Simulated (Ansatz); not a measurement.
**In₂Cl₄F₂: a ladder of functionals and wavefunction methods**

An exercise on one series of results from a longer session: the logs are not shown, and one member is left open.

Method: functionals in def2-TZVPP, the program's frozen cores in correlated methods; program: Ansatz 0.2.0, Gaussian basis.

Plan: LDA (SPW92), PBE-D4, revPBE-D4, BLYP-D4, r2SCAN-D4, B97M-V, PBE0-D4, B3LYP-D4, r2SCANh-D4, r2SCAN0-D4, HSE06-D4, BHLYP-D4, CAM-B3LYP-D4, LC-ωPBE, ωB97X-V, ωB97M-V, B2PLYP, PBE-QIDH; CCSD(T)/def2-SVP; CCSD(T)/def2-TZVPP; MP2/def2-QZVPP; extrapolation to the limit; RPA on PBE.

## The relaxed structure

All runs share one geometry, relaxed beforehand with PBE0-D4 in a triple-zeta def2 set. In takes the def2 core potential; no spin-orbit term is included.

SMILES `[F][In@-]1([Cl])[Cl+][In@-]([F])([Cl])[Cl+]1`, 8 atoms, charge 0, spin multiplicity 1.

Atoms are counted from 1 here; the program's logs count them from 0.

Bond lengths: F1–In2 1.924 Å, In2–Cl3 2.283 Å, In2–Cl4 2.493 Å, In2–Cl8 2.493 Å, Cl4–In5 2.493 Å, In5–F6 1.924 Å, In5–Cl7 2.283 Å, In5–Cl8 2.493 Å. Angles: F1–In2–Cl3 125.9°, F1–In2–Cl4 105.5°, F1–In2–Cl8 105.5°, Cl3–In2–Cl4 112.4°, Cl3–In2–Cl8 112.4°, Cl4–In2–Cl8 88.7°, In2–Cl4–In5 91.3°, Cl4–In5–F6 105.6°, Cl4–In5–Cl7 112.3°, Cl4–In5–Cl8 88.7°, F6–In5–Cl7 125.9°, F6–In5–Cl8 105.6°, Cl7–In5–Cl8 112.3°, In2–Cl8–In5 91.3°.

The first run:

Contents of in.yaml:

```yaml
crystal:
  periodic: [false, false, false]
  atoms:
    - {symbol: F, position_ang: [2.805178, -0.956195, 0.772883]}
    - {symbol: In, position_ang: [0.964404, -1.423988, 0.464767]}
    - {symbol: Cl, position_ang: [0.065163, -3.514254, 0.653713]}
    - {symbol: Cl, position_ang: [0.344555, -0.314803, -1.679554]}
    - {symbol: In, position_ang: [-0.966402, 1.423688, -0.465240]}
    - {symbol: F, position_ang: [-2.814642, 0.990939, -0.779401]}
    - {symbol: Cl, position_ang: [-0.028011, 3.497564, -0.644539]}
    - {symbol: Cl, position_ang: [-0.370244, 0.297040, 1.677371]}
basis:
  gaussian: {orbitals: def2-TZVPP}
hamiltonian: {xc: lda}
output: {orbitals: {seedname: orbitals}}
```

On the command line:

```
> ansatz run in.yaml --threads 2 --pin off --events-out ev --progress --plain --max-ram 20480MiB --backend cuda --devices 0, --max-vram 18GiB
```

Steps of the session up to this table: LDA; PBE-D4 (GGA); revPBE-D4 (GGA); BLYP-D4 (GGA); r2SCAN-D4 (meta-GGA); B97M-V (meta-GGA); B3LYP-D4 (hybrid); r2SCANh-D4 (hybrid); r2SCAN0-D4 (hybrid); HSE06-D4 (hybrid); BHLYP-D4 (hybrid); CAM-B3LYP-D4 (range-separated); LC-ωPBE (range-separated); ωB97X-V (range-separated); ωB97M-V (range-separated); B2PLYP (double hybrid); PBE-QIDH (double hybrid).

One of the session's tables, all rows but one given; the rest of the session is left out.

It belongs to the step «Orbital energies across the functionals». 

```
  functional  HOMO (eV)  LUMO (eV)  gap (eV)
 LDA (SPW92)      -8.49      -4.40      4.09
      PBE-D4      -8.30      -4.01      4.29
   revPBE-D4      -8.23      -3.87      4.37
     BLYP-D4      -8.14      -3.96      4.17
   r2SCAN-D4      -8.69      -3.82      4.88
      B97M-V      -8.75      -3.82      4.93
     PBE0-D4      -9.77      -3.15      6.62
    B3LYP-D4          ?          ?         ?
  r2SCANh-D4      -9.23      -3.50      5.72
  r2SCAN0-D4     -10.03      -3.03      6.99
    HSE06-D4      -9.36      -3.52      5.84
    BHLYP-D4     -11.07      -2.26      8.81
CAM-B3LYP-D4     -11.16      -2.20      8.96
     LC-ωPBE     -12.61      -0.89     11.72
     ωB97X-V     -12.22      -1.05     11.17
     ωB97M-V     -12.06      -1.18     10.88
```

**Question.** Estimate the row for B3LYP-D4.

Worked estimate for «HOMO (eV)». Against the share of exact exchange, BLYP-D4 (0, -8.14), BHLYP-D4 (0.5, -11.07) give a slope of -5.86 per unit share; at 0.2 the line stands at -9.31.

The run gave: HOMO (eV): -9.47; LUMO (eV): -3.46; gap (eV): 6.01. In «HOMO (eV)» the line misses by +0.16.
